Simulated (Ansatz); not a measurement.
# BH5InNOS: one species, many methods

Aim: compute BH5InNOS with functionals from several rungs and with coupled cluster. The yardstick is the atomisation energy at the CCSD(T) limit.

The runs use Ansatz 0.2.0, Gaussian basis; functionals in def2-TZVPP, the program's frozen cores in correlated methods.

Plan: LDA (SPW92), PBE-D4, revPBE-D4, BLYP-D4, r2SCAN-D4, B97M-V, PBE0-D4, B3LYP-D4, r2SCANh-D4, r2SCAN0-D4, HSE06-D4, BHLYP-D4, CAM-B3LYP-D4, LC-ωPBE, ωB97X-V, ωB97M-V, B2PLYP, PBE-QIDH; CCSD(T)/def2-SVP; CCSD(T)/def2-TZVPP; MP2/def2-QZVPP; extrapolation to the limit; RPA on PBE.

## Step 1: The relaxed structure

All runs share one geometry, relaxed beforehand with PBE0-D4 in a triple-zeta def2 set. In takes the def2 core potential; no spin-orbit term is included.

10 atoms, charge 0, spin multiplicity 1.

Atoms are counted from 1 here; the program's logs count them from 0.

Bond lengths: N1–In2 2.013 Å, N1–H6 1.009 Å, N1–H7 1.008 Å, In2–O3 1.998 Å, In2–B4 2.231 Å, O3–H8 0.959 Å, B4–S5 1.761 Å, B4–H9 1.194 Å, S5–H10 1.345 Å. Angles: In2–N1–H6 117.3°, In2–N1–H7 120.9°, H6–N1–H7 110.1°, N1–In2–O3 104.3°, N1–In2–B4 130.1°, O3–In2–B4 125.2°, In2–O3–H8 113.9°, In2–B4–S5 125.8°, In2–B4–H9 121.9°, S5–B4–H9 112.3°, B4–S5–H10 101.8°.

## Step 2: LDA

This LDA is Slater exchange with PW92 correlation.

Contents of in.yaml:

```yaml
crystal:
  periodic: [false, false, false]
  atoms:
    - {symbol: N, position_ang: [0.747782, 1.292954, 1.547985]}
    - {symbol: In, position_ang: [0.545776, 0.103889, -0.063389]}
    - {symbol: O, position_ang: [1.882506, 0.809478, -1.369977]}
    - {symbol: B, position_ang: [-0.946704, -1.498698, -0.488732]}
    - {symbol: S, position_ang: [-2.694991, -1.294743, -0.525424]}
    - {symbol: H, position_ang: [1.594683, 1.837701, 1.617334]}
    - {symbol: H, position_ang: [0.461409, 0.980030, 2.462237]}
    - {symbol: H, position_ang: [1.851858, 0.380685, -2.227054]}
    - {symbol: H, position_ang: [-0.615975, -2.620854, -0.729886]}
    - {symbol: H, position_ang: [-2.826354, 0.009569, -0.223094]}
basis:
  gaussian: {orbitals: def2-TZVPP}
hamiltonian: {xc: lda}
output: {orbitals: {seedname: orbitals}}
```

Command:

```bash
$ ansatz run in.yaml --threads 4 --pin off --events-out ev --progress --plain --max-ram 10444MiB
```

The runs that follow: PBE-D4 (GGA); revPBE-D4 (GGA); BLYP-D4 (GGA); r2SCAN-D4 (meta-GGA); B97M-V (meta-GGA); PBE0-D4 (hybrid); B3LYP-D4 (hybrid); r2SCANh-D4 (hybrid); r2SCAN0-D4 (hybrid); HSE06-D4 (hybrid); BHLYP-D4 (hybrid); CAM-B3LYP-D4 (range-separated); LC-ωPBE (range-separated); ωB97X-V (range-separated); ωB97M-V (range-separated); B2PLYP (double hybrid); PBE-QIDH (double hybrid); CCSD(T) in def2-SVP; CCSD(T) in def2-TZVPP; MP2 in def2-QZVPP; RPA on PBE orbitals.

Q: Predict the results of all the runs planned. Wanted: atomisation energy, CCSD(T)/CBS; farthest beyond LDA; mean size of error, GGA; mean size of error, meta-GGA; mean size of error, hybrid; mean size of error, range-separated; mean size of error, double hybrid; gap, smallest and largest; T1 diagnostic.

The runs gave:

| quantity | value |
| --- | --- |
| atomisation energy, CCSD(T)/CBS | 3165.2 kJ/mol |
| functionals within 31.7 kJ/mol (1.0 %) | BLYP-D4, r2SCAN-D4, B97M-V, PBE0-D4, HSE06-D4, CAM-B3LYP-D4, LC-ωPBE, ωB97X-V, ωB97M-V |
| farthest beyond LDA | BHLYP-D4 (-151.1 kJ/mol) |
| mean size of error, GGA | 40.1 kJ/mol |
| mean size of error, meta-GGA | 7.2 kJ/mol |
| mean size of error, hybrid | 60.7 kJ/mol |
| mean size of error, range-separated | 11.5 kJ/mol |
| mean size of error, double hybrid | 60.1 kJ/mol |
| gap, smallest and largest | 2.60 eV (LDA (SPW92)), 9.76 eV (LC-ωPBE) |
| T1 diagnostic | 0.0168 |
| triples share of the correlation energy | 3.8 % |

In words: The LDA atomisation energy is off by 501.6 kJ/mol (16 %): it overbinds. PBE-D4 is off by +55.0 kJ/mol. Double hybrids carry the basis error of their MP2 part in triple zeta, and no dispersion term here, so their miss is partly the set-up's. The rungs meta-GGA, range-separated miss on average by less than the doubt on the reference (31.7 kJ/mol), so they tie. The reference freezes the cores and leaves out spin-orbit coupling and excitations past (T), and its outer-core shells are covered unevenly, so misses under about 31.7 kJ/mol can't be ranked. All levels share the lack of spin-orbit coupling, which lowers the free heavy atoms and so the true binding. Hartree-Fock recovers 66 % of the binding; the rest is correlation. CCSD(T) in def2-SVP is off by -275.8 kJ/mol, which most functionals beat. Orbital gaps span 2.6 to 9.8 eV; exact exchange widens them. Correlated methods include outer-core shells of In, which these sets cover unevenly.
